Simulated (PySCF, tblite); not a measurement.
# CH₁₂OSSi₄: geometry, infrared bands and NMR shifts

Wanted: the infrared bands and NMR shifts of CH₁₂OSSi₄ (`CS[Si@@](O)([SiH3])[SiH2][SiH3]`), by calculation.

Programs: tblite 0.8.0 and PySCF 2.14.0, with density-fitted response routines of our own. Each step states its level of theory. These are calculated values for one molecule in the gas phase, unless marked as measured. Atoms are numbered from 0 throughout.

### 1 The molecule as given

19 atoms, charge 0, multiplicity 1; geometry from: force field or distance geometry start.

Bonds of the start (Å): C0–S1 1.80, S1–Si2 2.17, Si2–O3 1.71, Si2–Si4 2.24, Si2–Si5 2.23, Si5–Si6 2.23, C0–H7 1.10, C0–H8 1.11, C0–H9 1.11, O3–H10 1.00, Si4–H11 1.46, Si4–H12 1.48, Si4–H13 1.48, Si5–H14 1.47, Si5–H15 1.45, Si6–H16 1.47, Si6–H17 1.46, Si6–H18 1.47.

### 2 Geometry optimisation with GFN2-xTB

What the job is given:

```
{"job": {"kind": "relax", "xc": "GFN2-xTB", "basis": "xTB"}, "charge": 0, "multiplicity": 1}
C     -2.727000     1.583000     0.305500
S     -0.929900     1.701300     0.402500
Si    -0.117300    -0.312100     0.479200
O      0.028900    -0.848500     2.094800
Si    -1.442500    -1.748100    -0.625800
Si     1.837600    -0.344000    -0.586600
Si     3.402500     0.810500     0.495300
H     -3.016900     1.640600    -0.749400
H     -3.006700     0.625700     0.798800
H     -3.250800     2.405200     0.837400
H     -0.889500    -0.926200     2.477500
H     -2.849400    -1.390200    -0.454100
H     -1.030700    -1.734300    -2.043600
H     -1.131400    -3.080300    -0.070600
H      2.248800    -1.753000    -0.667100
H      1.659200     0.219000    -1.910900
H      3.574400     2.146900    -0.099100
H      2.987100     0.984800     1.889100
H      4.643500     0.028700     0.449800
```

Command:

```
OMP_NUM_THREADS=1 python probes_run.py task.json out
```

The driver reads the jobs from task.json and runs them one after another.

**Question.** This job is followed by: GFN2-xTB harmonic vibrations, gas phase; GIAO PBE0/pcSseg-1 NMR shielding, non-relativistic, gas phase. Predict these results of the whole session: strongest single infrared mode (GFN2-xTB); zero-point energy (GFN2-xTB); 13C shifts against TMS (PBE0/pcSseg-1); 1H shifts against TMS (PBE0/pcSseg-1, means over atoms taken as alike); 33S shifts against CS2 (PBE0/pcSseg-1); 29Si shifts against TMS (PBE0/pcSseg-1); 17O shifts against H2O (PBE0/pcSseg-1).

As calculated:

```
                                                              quantity                                   value
                             strongest single infrared mode (GFN2-xTB)                    768 cm⁻¹, 885 km/mol
                                          zero-point energy (GFN2-xTB)                           72.9 kcal/mol
                                13C shifts against TMS (PBE0/pcSseg-1)                                13.3 ppm
1H shifts against TMS (PBE0/pcSseg-1, means over atoms taken as alike)  3.72, 3.57, 3.44, 3.26, 2.24, 0.75 ppm
                                33S shifts against CS2 (PBE0/pcSseg-1)                                 -75 ppm
                               29Si shifts against TMS (PBE0/pcSseg-1)        28.4, -108.5, -118.6, -126.7 ppm
                                17O shifts against H2O (PBE0/pcSseg-1)                                41.8 ppm
```

**Reading.** Relaxing lowered the energy by 0.860 eV in 186 steps; the close pair that moved most is Si2–Si5, from 2.227 to 2.326 Å. The lowest mode is slightly imaginary (8i cm⁻¹), a soft motion within the noise of the Hessian, so the minimum is not strictly shown. The strongest single mode, at 768 cm⁻¹, has its largest shares on H10, H12 and H11 (the list is cut at 3 atoms). Unscaled tight-binding wavenumbers are off by several per cent, some by more. Its intensities can rank the bands wrongly. At PBE0/pcSseg-1: The largest span, 282 ppm, is at S1, where the paramagnetic term is -483 ppm.
